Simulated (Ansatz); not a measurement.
## C₃H₆Zn, SMILES C[CH]1[CH2][Zn]1: a rigid scan of one bond length

Run with the Ansatz DFT code, driven from Python.

The script, `c3h6zn_scan.py`:
```python
"""Stretching a bond of C3H6Zn, the rest held rigid."""

import ansatz as az
import numpy as np

BASIS_SET = "def2-SVP"
METHOD = "mp2"

GEOMETRY = """
C    -0.97930    0.70990   -0.33580
C    -0.04120   -0.39820   -0.23930
C     0.87640   -0.18210    0.91830
Zn    1.46790   -1.49860   -0.96010
H    -1.70150    0.56990   -1.22750
H    -1.63750    0.84480    0.57700
H    -0.45960    1.71270   -0.50830
H    -0.54940   -1.33460   -0.11490
H     1.47510   -1.10200    1.17850
H     1.63210    0.62710    0.71510
"""


def main() -> None:
    molecule = az.Crystal.molecule()
    for line in GEOMETRY.strip().splitlines():
        symbol, *xyz = line.split()
        molecule = molecule.atom(symbol, [float(v) for v in xyz])

    symbols = [site.symbol for site in molecule.cartesian_sites]
    start = np.array([site.position_ang for site in molecule.cartesian_sites])
    axis = (start[6] - start[0]) / np.linalg.norm(start[6] - start[0])
    moving = [6]
    lengths, energies = [1.005, 1.051, 1.097, 1.143, 1.188, 1.234, 1.28, 1.348], []
    for length in lengths:
        xyz = start.copy()
        xyz[moving] += (length - np.linalg.norm(start[6] - start[0])) * axis
        point = az.Crystal.molecule()
        for symbol, place in zip(symbols, xyz):
            point = point.atom(symbol, place.tolist())
        base = point.calculation().basis(gaussian=BASIS_SET).correlation(METHOD)
        report = base.run(threads=1, pin="off").report
        energies.append(report["free_energy_ev"])
        print(f"r = {length:6.3f} A  E = {energies[-1]:.5f} eV  <S^2> = {abs(report['mean_field']['state']['spin_squared']):.3f}")

    # quartic fit about the minimum
    fit = np.polynomial.Polynomial.fit(lengths, np.array(energies) - min(energies), 4).convert()
    roots = [r.real for r in fit.deriv().roots() if abs(r.imag) < 1e-9 and fit.deriv(2)(r.real) > 0]
    r_e = min(roots, key=lambda r: abs(r - lengths[int(np.argmin(energies))]))
    print(f"minimum of the fit at {r_e:.4f} A, force constant {fit.deriv(2)(r_e):.2f} eV/A^2")


if __name__ == "__main__":
    main()
```

```console
$ python c3h6zn_scan.py
r =  1.005 A  E = -51570.80869 eV  <S^2> = 0.000
r =  1.051 A  E = -51570.95233 eV  <S^2> = 0.000
r =  1.097 A  E = -51570.99941 eV  <S^2> = 0.000
r =  1.143 A  E = -51570.97200 eV  <S^2> = 0.000
r =  1.188 A  E = -51570.88989 eV  <S^2> = 0.000
r =  1.234 A  E = -51570.76303 eV  <S^2> = 0.000
r =  1.280 A  E = -51570.60362 eV  <S^2> = 0.000
r =  1.348 A  E = -51570.32625 eV  <S^2> = 0.000
minimum of the fit at 1.1013 A, force constant 34.45 eV/A^2
```

Total energies depend on the basis set; only differences at equal settings carry meaning. The rest of the molecule is held rigid at a force-field or estimated start geometry, and the basis set is modest; single-reference methods fail as a bond breaks. The orbitals are restricted, so S² is zero by construction. S² is that of the Hartree-Fock reference. Run time: 31 s on 1 thread of Arm Neoverse V2, with other jobs on the host, peak memory 0.31 GiB.
